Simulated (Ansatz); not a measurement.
# GeBH4+: functionals against CCSD(T) at one geometry

One table from this session's results is given with a row withheld; the runs are named, their logs left out.

Computed with Ansatz 0.2.0, Gaussian basis. Level: single points in def2-TZVPP.

Correlated methods freeze the cores. Filled d shells of the heavier atoms are correlated.

### Starting geometry

SMILES `[BH2][GeH2+]`, 6 atoms, charge 1, spin multiplicity 1.

Atoms are counted from 1 here; the program's logs count them from 0.

Bond lengths: B1–Ge2 2.062 Å, B1–H3 1.193 Å, B1–H4 1.190 Å, Ge2–H5 1.462 Å, Ge2–H6 1.519 Å. Angles: Ge2–B1–H3 115.0°, Ge2–B1–H4 123.2°, H3–B1–H4 120.5°, B1–Ge2–H5 126.8°, B1–Ge2–H6 129.6°, H5–Ge2–H6 103.6°.

Geometry (Å):

```xyz
6
BGeH4
B     0.0473   -1.1645    0.1502
Ge   -0.0049    0.8841   -0.0758
H    -1.0207   -1.6933    0.1980
H     1.0356   -1.8114    0.0079
H     0.0050    1.6272   -1.3346
H    -0.0043    1.9750    0.9819
```

The first run:

Contents of run/in.yaml:

```yaml
crystal:
  periodic: [false, false, false]
  atoms:
    - {symbol: B, position_ang: [0.047300, -1.164500, 0.150200]}
    - {symbol: Ge, position_ang: [-0.004900, 0.884100, -0.075800]}
    - {symbol: H, position_ang: [-1.020700, -1.693300, 0.198000]}
    - {symbol: H, position_ang: [1.035600, -1.811400, 0.007900]}
    - {symbol: H, position_ang: [0.005000, 1.627200, -1.334600]}
    - {symbol: H, position_ang: [-0.004300, 1.975000, 0.981900]}
basis:
  gaussian: {orbitals: def2-TZVPP}
total_charge: 1
correlation: {method: ccsd_t}
output: {forces: true}
```

The command line of these runs was not kept.

Steps of the session up to this table: CCSD(T)/def2-TZVPP; PBE0-D4/def2-TZVPP; wB97M-V/def2-TZVPP; r2SCAN-D4/def2-TZVPP; PBE-D4/def2-TZVPP; LC-wPBE/def2-TZVPP; B97M-V/def2-TZVPP.

One table of the session follows, with a row left open; its other results are not shown here.

| method | RMS force component (eV/Å) | angle to CCSD(T) forces (°) |
| --- | --- | --- |
| CCSD(T) | 0.485 | reference |
| PBE0-D4 | ? | ? |
| wB97M-V | 0.493 | 6.4 |
| r2SCAN-D4 | 0.509 | 15.7 |
| PBE-D4 | 0.576 | 24.5 |
| LC-wPBE | 0.478 | 10.9 |
| B97M-V | 0.500 | 13.0 |

**Question.** Estimate the row for PBE0-D4.

**Answer.** RMS force component (eV/Å): 0.521; angle to CCSD(T) forces (°): 13.0. In the column «RMS force component (eV/Å)» it lies between r2SCAN-D4 (0.509) and PBE-D4 (0.576).
